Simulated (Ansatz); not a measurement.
# ZnSe2: straining the crystal, biaxial strain in the a-b plane

How does ZnSe2 answer biaxial strain in the a-b plane between -3 and +3 %? At each strain the length and tilt of c and the atoms relax, within the symmetry that is left.

Program: Ansatz 0.2.0. Level of theory: DFT r2SCAN, scalar-relativistic, plane waves, PAW. These are calculated values, not measurements.

2 further runs of the same task are left out: 2 set aside as unsound or not needed.

## (1) The starting structure

Symmetry: Pa-3, No. 205, cubic system. The conventional cell has a = 6.307 Å, b = 6.307 Å, c = 6.307 Å, α = 90.00°, β = 90.00°, γ = 90.00°. Zn (site symmetry -3) has 6 Se at 2.65 Å in its first shell of neighbours. Se (site symmetry 3) has 1 Se at 2.37 Å and 3 Zn at 2.65 Å in its first shell of neighbours.

Structure file:

```
Zn Se
1.0
     6.30697    0.00000    0.00000
     0.00000    6.30697    0.00000
     0.00000    0.00000    6.30697
Zn Se
4 8
Direct
  0.50000 0.50000 0.00000
  0.50000 0.00000 0.50000
  0.00000 0.50000 0.50000
  0.00000 0.00000 0.00000
  0.10831 0.89169 0.39169
  0.89169 0.39169 0.10831
  0.39169 0.10831 0.89169
  0.60831 0.60831 0.60831
  0.89169 0.10831 0.60831
  0.10831 0.60831 0.89169
  0.60831 0.89169 0.10831
  0.39169 0.39169 0.39169
```

It goes back to an entry of the Materials Project, which need not be the stable form.

It is the result of an earlier relaxation at this level (volume 20.91 Å³/atom; gap on the mesh: 1.18 eV).

The unstrained cell was computed beforehand with the same settings: E(σ→0) = -57132.8817 eV for 12 atoms, gap 1.14 eV over the zone.

## (2) The cell strained by -1.5 %

The input, input.yaml:

```yaml
crystal:
  lattice:
    - [6.2123693106, 0.0, 0.0]
    - [0.0, 6.2123693106, 0.0]
    - [0.0, 0.0, 6.3637366846]
  atoms:
    - { symbol: Zn, position: [0.5, 0.5, 0.0] }
    - { symbol: Zn, position: [0.5, 0.0, 0.5] }
    - { symbol: Zn, position: [0.0, 0.5, 0.5] }
    - { symbol: Zn, position: [0.0, 0.0, 0.0] }
    - { symbol: Se, position: [0.1083085855, 0.8916914145, 0.3916914145] }
    - { symbol: Se, position: [0.8916914145, 0.3916914145, 0.1083085855] }
    - { symbol: Se, position: [0.3916914145, 0.1083085855, 0.8916914145] }
    - { symbol: Se, position: [0.6083085855, 0.6083085855, 0.6083085855] }
    - { symbol: Se, position: [0.8916914145, 0.1083085855, 0.6083085855] }
    - { symbol: Se, position: [0.1083085855, 0.6083085855, 0.8916914145] }
    - { symbol: Se, position: [0.6083085855, 0.8916914145, 0.1083085855] }
    - { symbol: Se, position: [0.3916914145, 0.3916914145, 0.3916914145] }
basis:
  ecutwfc: 500
kpoints:
  mp_grid: { grid: [4, 4, 4] }
hamiltonian:
  xc: r2scan
scf:
  occupations: { method: gaussian, width: 0.02 }
output:
  forces: true
  stress: true
  eigenvalues: true
  write_density: true
  write_potential: true
  elf: true
  volumetric_format: npy
relax:
  adjacent_minimum: "off"
  f_tol: 0.008
  max_steps: 40
  cell: { stress_tol: 0.015, fix: [a, b, gamma] }
```

On the command line:

```sh
> ansatz run input.yaml --threads 2 --pin off --max-ram 5120MiB --backend cpu --events-out ev --progress --plain --runs-dir out
```

The session goes on with these runs: band edges over the zone at -1.5 %; strain +1.5 %; the gap over the whole zone at +1.5 %; strain -3.0 %; band edges over the zone at -3.0 %; At +3.0 %; band edges over the zone at +3.0 %.

Before running it: what results should come out? Wanted: (1/V) d²E/dε² at zero strain, cubic fit; strain of the free axis c per applied strain; gap shift, negative and positive side.

The runs gave:

| quantity | value |
| --- | --- |
| largest energy cost | 11.3 meV/atom at -3.0 % |
| (1/V) d²E/dε² at zero strain, cubic fit | 161 GPa |
| strain of the free axis c per applied strain | -1.21 |
| gap shift, negative and positive side | +71, -45 meV per % |

The curvature of the energy, 161 GPa, is twice the biaxial modulus. Compression by 3 % costs 11.3 meV/atom and stretching 7.5. The free axis c moves against the applied strain (factor -1.21). The gap runs from 0.93 eV at -3.0 % through 1.14 to 1.10 eV at +3.0 %.
